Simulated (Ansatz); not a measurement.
# CsAs3: the cost of one run

Program: Ansatz 0.2.0. Level of theory: DFT PBE, scalar-relativistic, plane waves, PAW. These are calculated values, not measurements.

## (1) The starting structure

Symmetry: R-3m, No. 166, trigonal system. Conventional cell: a = 6.520 Å, b = 6.520 Å, c = 22.815 Å, α = 90.00°, β = 90.00°, γ = 120.00°. Cs (site symmetry -3m) has 6 As at 3.78 Å in its first shell of neighbours. Around As (site symmetry 3m) lie 4 As at 3.51 to 3.81 Å and 3 Cs at 3.78 Å. Around As (site symmetry -3m) lie 2 As at 3.51 Å.

Coordinates:

```cif
data_structure
_symmetry_space_group_name_H-M 'R-3m:H'
_symmetry_Int_Tables_number 166
_cell_length_a 6.5198
_cell_length_b 6.5198
_cell_length_c 22.8152
_cell_angle_alpha 90.000
_cell_angle_beta 90.000
_cell_angle_gamma 120.000
_cell_volume 839.90
loop_
_atom_site_label
_atom_site_type_symbol
_atom_site_symmetry_multiplicity
_atom_site_Wyckoff_symbol
_atom_site_fract_x
_atom_site_fract_y
_atom_site_fract_z
_atom_site_occupancy
Cs1 Cs 3 b 0.33333 0.66667 0.16667 1
As1 As 6 c 0.66667 0.33333 0.17955 1
As2 As 3 a 0.00000 0.00000 0.00000 1
```

Recipe of the guess: random cell by space group and Wyckoff sites (R-3m, No. 166). The dimensions are guesses.

## (2) Probe: one point on a coarse mesh

input.yaml

```yaml
crystal:
  lattice:
    - [3.25992182, 1.88211674, 7.60506467]
    - [-3.25992182, 1.88211674, 7.60506467]
    - [0.0, -3.76423348, 7.60506467]
  atoms:
    - { symbol: Cs, position: [0.5, 0.5, 0.5] }
    - { symbol: As, position: [0.84622062, 0.84622062, 0.84622062] }
    - { symbol: As, position: [0.15377938, 0.15377938, 0.15377938] }
    - { symbol: As, position: [0.0, 0.0, 0.0] }
basis:
  ecutwfc: 420
kpoints:
  mp_grid: { grid: [3, 3, 3] }
hamiltonian:
  xc: pbe
scf:
  occupations: { method: gaussian, width: 0.1 }
  lower_state_search: "off"
output:
  forces: true
  stress: true
  eigenvalues: true
```

On the command line:

```sh
$ ansatz run input.yaml --threads 1 --pin off --max-ram 2560MiB --backend cpu --events-out ev --progress --plain --runs-dir out
```

What time and memory should one allow on 1 thread of Arm Neoverse N1, shared host?

About 8.3 s, with a peak of 0.54 GiB.
